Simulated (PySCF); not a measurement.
# RuO₂⁺: structure of the doublet

The task is one start of a wider search on RuO₂⁺: the doublet, built as linear. It is relaxed, tested by its Hessian and followed downhill if it is a saddle.

Computed with PySCF 2.14.0. Level: PBE0, basis Ru def2-TZVP with ECP28, O def2-TZVP, scalar-relativistic core potentials, no spin–orbit coupling, density fitting.

## Step 1: Where the work starts

3 atoms, charge 1, spin multiplicity 2.

Bond lengths: Ru1–O2 1.676 Å, Ru1–O3 1.676 Å. Angles: O2–Ru1–O3 180.0°.

```xyz
3
charge 1 multiplicity 2
Ru    0.0000    0.0000    0.0000
O     0.0000    0.0000    1.6758
O     0.0000    0.0000   -1.6758
```

## Step 2: Relaxing the doublet from the linear start

The steps below are one call of a driver around PySCF. For each, scf.py gives the equivalent set-up of the SCF; relaxations use the driver's own optimiser. Before each start the driver seeks the lowest SCF state from one or more starting densities and follows internal instabilities, so scf.py alone need not reach the same state.

The program finds D∞h symmetry in the start, which this walk keeps.

The input, scf.py:

```python
from pyscf import gto, scf, dft
mol = gto.M(atom='''
Ru     0.000000     0.000000     0.000000
O      0.000000     0.000000     1.675800
O      0.000000     0.000000    -1.675800''',
    basis={'Ru': 'def2-TZVP', 'O': 'def2-TZVP'},
    ecp={'Ru': 'def2-TZVP'},
    charge=1, spin=1)
mf = dft.UKS(mol, xc='PBE0')
mf.grids.atom_grid = (50, 194)
aux = {'Ru': 'def2-universal-JKFIT', 'O': 'def2-universal-JKFIT'}
mf = mf.density_fit(auxbasis=aux)
mf.kernel()
```

Further steps of the session: Frequencies; Leaving the saddle point; Frequencies.

**Question.** What will these runs give? Wanted: minimum; geometry; wavenumbers; dipole moment; highest occupied, lowest empty level; polar-tensor charge of Ru1; zero-point energy; ⟨S²⟩.

**Answer**, as computed:

| quantity | value |
| --- | --- |
| minimum | doublet, C2v |
| geometry | Ru–O 1.629 Å (×2); O–Ru–O 132.9° |
| wavenumbers (cm⁻¹) | 286 (a1), 1013 (b2), 1091 (a1) |
| dipole moment (centre of mass) | 2.81 D |
| highest occupied, lowest empty level (either spin) | -15.63, -12.17 eV |
| polar-tensor charge of Ru1 | +1.97 e |
| zero-point energy | 14.3 kJ/mol |
| entropy at 298.15 K | 271.1 J/(mol K) |
| ⟨S²⟩ | 0.759 |

In words: From D∞h at the start the molecule goes to a C2v minimum, after a first stop at a second-order saddle point 69.8 kJ/mol higher, from which it was pushed off along an imaginary mode. In the infrared the band at 1013 cm⁻¹ (b2, stretch) leads. Most of the spin sits on Ru1 (Mulliken spin 0.80, against 1 for the whole molecule). Only this shape and spin were tried, so other structures or states may lie lower. One determinant may miss the lowest occupation of an open d or f shell.
